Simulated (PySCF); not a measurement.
# H12O6V ([V(H2O)6]3+): the cost of one run

Programs: PySCF 2.14.0, with routines of our own; each step states its level. All values are computed. Atoms count from 0.

## 1. The starting structure

19 atoms, charge 3, states of the metal's open shell are computed; geometry from: model start, shaken.

## 2. Optimising the geometry at PBE0-D3(BJ)/def2-SVP

What the job is given:

```
{"job": {"xc": "PBE0", "basis": "def2-SVP", "d3": "d3bj", "grid": 1, "maxiter": 45, "solvent": "water", "kind": "geom"}, "charge": 3, "metal": "V", "open_shell": "d2"}
V      0.000020     0.004480    -0.004110
O     -0.013360    -0.006820     1.985130
H      0.775900     0.020100     2.567620
H     -0.784310     0.007350     2.580350
O      0.001580    -0.013960    -2.000440
H      0.785430    -0.020160    -2.581860
H     -0.803520    -0.019340    -2.602630
O      1.996470    -0.019010     0.004070
H      2.577350     0.772200    -0.037750
H      2.566920    -0.775730     0.001700
O     -2.022950    -0.007170    -0.014680
H     -2.587130     0.790910    -0.012110
H     -2.575490    -0.761730    -0.008750
O     -0.001680     2.001660     0.000960
H     -0.018380     2.576140     0.795380
H     -0.023210     2.587890    -0.773210
O     -0.009620    -1.969990     0.011430
H     -0.017990    -2.573880     0.783650
H     -0.002830    -2.564760    -0.776000
```

Launch:

```console
OMP_NUM_THREADS=1 python lf_run.py task.json out
```

One launch serves the whole session: the jobs run in the order shown.

Q: Estimate the wall time and peak memory of this first job on 1 thread of Arm Neoverse V2, shared host.

About 3.9 min, with a peak of 1.4 GiB.
